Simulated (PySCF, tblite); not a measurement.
# C₂₀H₁₆O₄S: electronic excitations, NMR shifts, part 2 of 2

tblite 0.8.0 and PySCF 2.14.0. Atoms count from 0. Earlier steps stand in the parts before.

### Step 5. NMR shifts: GIAO KT3/pcSseg-1

What the job is given:

```
{"job": {"kind": "nmr", "xc": "KT3", "basis": "pcSseg-1", "pop": false}, "charge": 0, "multiplicity": 1}
O     -0.229191    -0.613249     1.207795
C      0.538394    -0.629395     0.273707
C      1.562442    -1.675632     0.083089
C      1.219015    -2.988623     0.395792
C      2.125434    -4.011728     0.192914
C      3.390099    -3.730040    -0.296848
C      3.746516    -2.421628    -0.583285
C      2.836800    -1.395553    -0.405540
C      0.513742     0.487808    -0.778428
O     -0.829732     0.906803    -0.969908
S     -1.825786    -0.263699    -1.486544
O     -2.261775     0.075861    -2.805229
O     -1.146969    -1.517330    -1.313997
C     -3.194167    -0.094614    -0.362197
C     -4.237347     0.735303    -0.721178
C     -5.309681     0.876847     0.144817
C     -5.320602     0.187616     1.348300
C     -4.263697    -0.639914     1.693689
C     -3.189298    -0.786417     0.830586
C      1.326237     1.667842    -0.305237
C      1.062890     2.239936     0.932530
C      1.802412     3.326401     1.365447
C      2.808718     3.845636     0.568068
C      3.071745     3.279101    -0.667262
C      2.331696     2.194723    -1.105208
H      0.225901    -3.187859     0.765945
H      1.847000    -5.030850     0.414392
H      4.099822    -4.528550    -0.455310
H      4.736622    -2.201799    -0.954477
H      3.124939    -0.376152    -0.616000
H      0.899816     0.102376    -1.729269
H     -4.194163     1.240270    -1.672755
H     -6.136738     1.518197    -0.119954
H     -6.161437     0.293343     2.018034
H     -4.275563    -1.172787     2.631870
H     -2.350467    -1.418193     1.068866
H      0.280235     1.823649     1.547636
H      1.594895     3.767604     2.328937
H      3.387898     4.691598     0.906722
H      3.851955     3.685176    -1.293827
H      2.531318     1.759414    -2.073771
```

Method: GIAO KT3/pcSseg-1 NMR shielding, non-relativistic, gas phase.

Output:

```text
start: PBE on a coarse grid of 35496 points
cycle   1  E = -1468.3674213116  dE =  4.931e+00  |g| = 1.704e+00  |ddm| = 7.089e+00
cycle   2  E = -1465.7967624377  dE =  2.571e+00  |g| = 3.980e+00  |ddm| = 6.429e+00
cycle   3  E = -1468.7790984283  dE = -2.982e+00  |g| = 8.128e-01  |ddm| = 5.553e+00
cycle   4  E = -1468.9152590518  dE = -1.362e-01  |g| = 3.031e-01  |ddm| = 1.186e+00
cycle   5  E = -1468.9283606693  dE = -1.310e-02  |g| = 1.564e-01  |ddm| = 3.882e-01
cycle   6  E = -1468.9334079304  dE = -5.047e-03  |g| = 5.348e-02  |ddm| = 1.974e-01
cycle   7  E = -1468.9340029914  dE = -5.951e-04  |g| = 2.033e-02  |ddm| = 6.907e-02
cycle   8  E = -1468.9340895538  dE = -8.656e-05  |g| = 6.068e-03  |ddm| = 2.515e-02
final grid: 326923 points
cycle   9  E = -1490.1836858523  dE = -5.476e-02  |g| = 2.543e-01  |ddm| = 1.289e+00
cycle  10  E = -1490.1385378435  dE =  4.515e-02  |g| = 5.322e-01  |ddm| = 7.735e-01
cycle  11  E = -1490.1904389193  dE = -5.190e-02  |g| = 1.269e-01  |ddm| = 6.319e-01
cycle  12  E = -1490.1932311245  dE = -2.792e-03  |g| = 4.919e-02  |ddm| = 1.742e-01
cycle  13  E = -1490.1937060400  dE = -4.749e-04  |g| = 1.097e-02  |ddm| = 5.834e-02
cycle  14  E = -1490.1937314258  dE = -2.539e-05  |g| = 3.867e-03  |ddm| = 1.652e-02
cycle  15  E = -1490.1937361655  dE = -4.740e-06  |g| = 1.281e-03  |ddm| = 5.762e-03
cycle  16  E = -1490.1937353988  dE =  7.667e-07  |g| = 4.514e-04  |ddm| = 1.746e-03
cycle  17  E = -1490.1937377863  dE = -2.387e-06  |g| = 1.452e-04  |ddm| = 6.213e-04
cycle  18  E = -1490.1937375760  dE =  2.104e-07  |g| = 6.402e-05  |ddm| = 2.104e-04
converged SCF energy = -1490.1937375760

GIAO shielding tensors (ppm)
atom      isotropic    diamagn.    paramagn.     s11        s22        s33       span
  0 O     -212.989     411.912    -624.901   -699.791   -284.811    345.636   1045.427
  1 C      -10.134     258.485    -268.618    -86.085    -35.687     91.372    177.457
  2 C       51.285     265.739    -214.454    -26.925     24.387    156.392    183.316
  3 C       60.481     246.297    -185.815    -35.427     42.549    174.321    209.748
  4 C       62.448     252.465    -190.017    -37.113     51.384    173.072    210.185
  5 C       59.709     251.564    -191.855    -40.815     47.301    172.641    213.456
  6 C       64.136     251.655    -187.519    -34.968     53.513    173.862    208.830
  7 C       64.755     252.666    -187.911    -24.642     45.228    173.679    198.321
  8 C      101.407     257.735    -156.328     86.992     98.771    118.458     31.466
  9 O       89.090     413.850    -324.761    -16.081     29.337    254.013    270.094
 10 S      220.738    1060.468    -839.730     68.298    200.583    393.333    325.034
 11 O      105.026     397.523    -292.498     62.614    100.061    152.402     89.788
 12 O       93.291     412.343    -319.051     63.925     74.321    141.627     77.702
 13 C       49.545     266.917    -217.372    -19.046     41.915    125.766    144.812
 14 C       63.391     241.446    -178.055    -28.025     43.284    174.915    202.939
 15 C       63.149     251.362    -188.213    -33.651     50.450    172.649    206.299
 16 C       58.468     250.272    -191.804    -42.980     44.265    174.119    217.099
 17 C       62.439     251.866    -189.427    -35.852     50.117    173.053    208.905
 18 C       61.861     252.261    -190.401    -26.264     33.331    178.515    204.779
 19 C       58.107     262.947    -204.839    -31.568     41.362    164.529    196.097
 20 C       59.749     250.682    -190.933    -39.493     40.493    178.246    217.739
 21 C       61.822     253.327    -191.505    -38.348     50.749    173.064    211.411
 22 C       61.089     252.418    -191.329    -38.578     48.829    173.015    211.593
 23 C       61.887     252.782    -190.895    -37.425     51.483    171.603    209.028
 24 C       59.820     250.345    -190.526    -36.077     55.951    159.584    195.661
 25 H       23.812      36.367     -12.555     19.890     22.728     28.818      8.928
 26 H       24.256      29.456      -5.199     20.613     24.826     27.330      6.718
 27 H       24.324      27.129      -2.805     20.919     25.410     26.645      5.726
 28 H       24.538      30.088      -5.550     20.541     24.917     28.155      7.614
 29 H       24.309      38.037     -13.728     17.563     24.132     31.233     13.670
 30 H       25.506      42.358     -16.853     22.105     23.643     30.769      8.664
 31 H       23.905      32.331      -8.426     19.238     22.847     29.630     10.391
 32 H       24.287      26.466      -2.178     20.624     25.189     27.049      6.425
 33 H       24.195      26.462      -2.267     20.942     25.143     26.500      5.558
 34 H       24.082      31.699      -7.617     20.469     24.391     27.386      6.917
 35 H       23.458      37.695     -14.238     18.886     22.648     28.840      9.954
 36 H       23.890      38.254     -14.364     18.390     23.015     30.266     11.876
 37 H       24.412      31.619      -7.206     20.562     24.678     27.996      7.434
 38 H       24.362      28.010      -3.648     20.965     25.639     26.482      5.517
 39 H       24.256      29.104      -4.848     20.806     24.806     27.157      6.351
 40 H       24.149      36.396     -12.247     21.121     22.242     29.085      7.965
```

Run time: 27 s. Hardware: 2 threads of Arm Neoverse V2, shared host; peak memory 1.1 GiB.

Shifts follow as δ = σ(reference) − σ, with reference shieldings (ppm) from runs at the same level and on the same kind of geometry: $^{1}$H TMS 31.76, $^{13}$C TMS 184.7, $^{17}$O H2O 330.8. The references are single molecules in the gas phase, so shifts against H2O, NH3, PH3, H3PO4 or CFCl3 are not on the usual liquid scales and can be off by tens of ppm. Atoms listed in one row are averaged.

```csv
atoms,environment,σ (ppm),δ (ppm)
C1,ketone carbonyl carbon,-10.1,194.9
C13,aromatic carbon bearing sulfur,49.5,135.2
C2,substituted aromatic carbon,51.3,133.4
C19,substituted aromatic carbon,58.1,126.6
C16,aromatic CH,58.5,126.3
C5,aromatic CH,59.7,125.0
"C20, C24",aromatic CH,59.8,124.9
C22,aromatic CH,61.1,123.6
"C21, C23",aromatic CH,61.9,122.9
"C3, C7",aromatic CH,62.6,122.1
"C14, C18",aromatic CH,62.6,122.1
"C15, C17",aromatic CH,62.8,121.9
"C4, C6",aromatic CH,63.3,121.4
C8,"sp3 CH bonded to O, α to a carbonyl",101.4,83.3
"H31, H35",hydrogen on an aromatic CH,23.68,8.08
"H36, H40",hydrogen on an aromatic CH,24.02,7.74
"H25, H29",hydrogen on an aromatic CH,24.06,7.70
"H32, H34",hydrogen on an aromatic CH,24.18,7.58
H33,hydrogen on an aromatic CH,24.20,7.57
H27,hydrogen on an aromatic CH,24.32,7.44
"H37, H39",hydrogen on an aromatic CH,24.33,7.43
H38,hydrogen on an aromatic CH,24.36,7.40
"H26, H28",hydrogen on an aromatic CH,24.40,7.36
H30,"hydrogen on an sp3 CH bonded to O, α to a carbonyl",25.51,6.25
O0,ketone oxygen,-213.0,543.8
O9,"oxygen bonded to C, S",89.1,241.7
O12,S=O oxygen,93.3,237.5
O11,S=O oxygen,105.0,225.8
S10,sulfonyl sulfur,221,–
```

Ring of atoms C2, C3, C4, C5, C6, C7: NICS(0) -8.7, NICS(1) -10.8, NICS(1)zz -26.4 ppm (means of both faces).

Ring of atoms C13, C14, C15, C16, C17, C18: NICS(0) -9.3, NICS(1) -11.1, NICS(1)zz -27.4 ppm (means of both faces).

Ring of atoms C19, C20, C21, C22, C23, C24: NICS(0) -8.3, NICS(1) -10.7, NICS(1)zz -27.0 ppm (means of both faces).

### Step 6. Results

This closing draws on all 2 parts.

| quantity | value |
| --- | --- |
| strongest single infrared mode (GFN2-xTB) | 1261 cm⁻¹, 360 km/mol |
| zero-point energy (GFN2-xTB) | 190.9 kcal/mol |
| lowest singlet (CAM-B3LYP/def2-SVP) | 4.22 eV (294 nm), f = 0.008 |
| brightest single state of those computed | state 5, 5.64 eV, f = 0.278 |
| lowest triplet | 3.67 eV |
| $^{13}$C shifts against TMS (KT3/pcSseg-1, means over atoms taken as alike) | 194.9, 135.2, 133.4, 126.6, 126.3, 125.0, 124.9, 123.6, 122.9, 122.1, 122.1, 121.9, 121.4, 83.3 ppm |
| $^{1}$H shifts against TMS (KT3/pcSseg-1, means over atoms taken as alike) | 8.08, 7.74, 7.70, 7.58, 7.57, 7.44, 7.43, 7.40, 7.36, 6.25 ppm |
| $^{17}$O shifts against H2O (KT3/pcSseg-1) | 543.8, 241.7, 237.5, 225.8 ppm |
| shieldings of S (KT3/pcSseg-1) | S10 220.7 ppm |

**Reading.** The lowest mode is imaginary (20i cm⁻¹), so the xTB geometry is not a minimum. The strongest single mode, at 1261 cm⁻¹, is carried by S10, O11, O12. Unscaled tight-binding wavenumbers are off by several per cent, some by more. Its intensities can rank the bands wrongly. The first singlet state (HOMO→LUMO 0.52, HOMO−6→LUMO 0.21) lies at 4.22 eV and is weak; of the 6 states computed, the strongest absorption comes from state 5 at 5.64 eV (the last state computed is bright too, and its partners may lie past the list). The lowest triplet lies 0.55 eV below the lowest singlet. The most deshielded carbon is C1 (ketone carbonyl carbon), at 194.9 ppm: the double bond to the heteroatom, with no lone-pair donor beside it, deshields it most. At KT3/pcSseg-1: Shielding is most anisotropic at O0 (span 1045 ppm, paramagnetic term -625 ppm). NICS(1)zz of -26 ppm above the planar ring from C2 marks a diatropic (aromatic) ring current. NICS(1)zz of -27 ppm above the planar ring from C13 marks a diatropic (aromatic) ring current. NICS(1)zz of -27 ppm above the planar ring from C19 marks a diatropic (aromatic) ring current.
